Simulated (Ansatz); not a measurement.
# C2H10AlNSi: how energies converge with the basis set

An exercise on one series of results from a longer session: the logs are not shown, and one member is left open.

Method: one geometry, several basis sets; program: Ansatz 0.2.0, Gaussian basis.

The runs, in order: PBE0-D4/def2-SVP; ωB97M-V/def2-SVP; PBE0-D4/def2-QZVPP; ωB97M-V/def2-QZVPP; the functionals' def2-TZVPP values are taken from earlier runs.

### The relaxed structure

The geometry comes from an earlier relaxation with PBE0-D4 in a triple-zeta def2 set; it is a stationary point, not always the lowest conformer.

15 atoms, charge 0, spin multiplicity 1.

Atoms are counted from 1 here; the program's logs count them from 0.

Bond lengths: C1–Al2 1.949 Å, C1–H6 1.093 Å, C1–H7 1.095 Å, C1–H8 1.095 Å, Al2–N3 1.786 Å, Al2–H9 1.585 Å, N3–Si4 1.728 Å, N3–H10 1.013 Å, Si4–C5 1.869 Å, Si4–H11 1.488 Å, Si4–H12 1.494 Å, C5–H13 1.093 Å, C5–H14 1.093 Å, C5–H15 1.094 Å. Angles: Al2–C1–H6 113.1°, Al2–C1–H7 110.8°, Al2–C1–H8 111.0°, H6–C1–H7 107.6°, H6–C1–H8 107.8°, H7–C1–H8 106.3°, C1–Al2–N3 119.7°, C1–Al2–H9 123.4°, N3–Al2–H9 116.9°, Al2–N3–Si4 129.4°, Al2–N3–H10 116.2°, Si4–N3–H10 114.4°, N3–Si4–C5 113.1°, N3–Si4–H11 106.6°, N3–Si4–H12 110.9°, C5–Si4–H11 110.0°, C5–Si4–H12 107.9°, H11–Si4–H12 108.3° and more.

The first run:

File in.yaml:

```yaml
crystal:
  periodic: [false, false, false]
  atoms:
    - {symbol: C, position_ang: [-2.202080, -1.423671, -1.900474]}
    - {symbol: Al, position_ang: [-0.643470, -1.347065, -0.732398]}
    - {symbol: N, position_ang: [0.136510, 0.224138, -0.398897]}
    - {symbol: Si, position_ang: [1.529821, 0.576473, 0.560806]}
    - {symbol: C, position_ang: [1.149863, 1.666577, 2.030184]}
    - {symbol: H, position_ang: [-2.528727, -0.438942, -2.244349]}
    - {symbol: H, position_ang: [-1.993661, -2.031761, -2.787133]}
    - {symbol: H, position_ang: [-3.048813, -1.898210, -1.393939]}
    - {symbol: H, position_ang: [-0.010660, -2.622637, -0.037116]}
    - {symbol: H, position_ang: [-0.279394, 1.032811, -0.844409]}
    - {symbol: H, position_ang: [2.069045, -0.731106, 1.023073]}
    - {symbol: H, position_ang: [2.580676, 1.255871, -0.254606]}
    - {symbol: H, position_ang: [0.738902, 2.627851, 1.709731]}
    - {symbol: H, position_ang: [0.422603, 1.191150, 2.692720]}
    - {symbol: H, position_ang: [2.057584, 1.867720, 2.606005]}
basis:
  gaussian: {orbitals: def2-SVP}
hamiltonian: {xc: pbe0, dispersion: d4}
output: {orbitals: {seedname: orbitals}}
```

Among the steps run: PBE0-D4 in def2-SVP; ωB97M-V in def2-SVP; PBE0-D4 in def2-QZVPP; ωB97M-V in def2-QZVPP.

One table of the session follows, with a row left open; its other results are not shown here.

It belongs to the step «Functionals by basis». 

| functional | basis | HOMO (eV) |
| --- | --- | --- |
| PBE0-D4 | def2-SVP | -7.34 |
| PBE0-D4 | def2-TZVPP | ? |
| PBE0-D4 | def2-QZVPP | -7.46 |
| ωB97M-V | def2-SVP | -9.61 |
| ωB97M-V | def2-TZVPP | -9.74 |
| ωB97M-V | def2-QZVPP | -9.76 |

Q: Estimate the row for PBE0-D4, def2-TZVPP from the others.

As computed: HOMO (eV): -7.44. In the column «HOMO (eV)» it lies between PBE0-D4, def2-QZVPP (-7.46) and PBE0-D4, def2-SVP (-7.34).
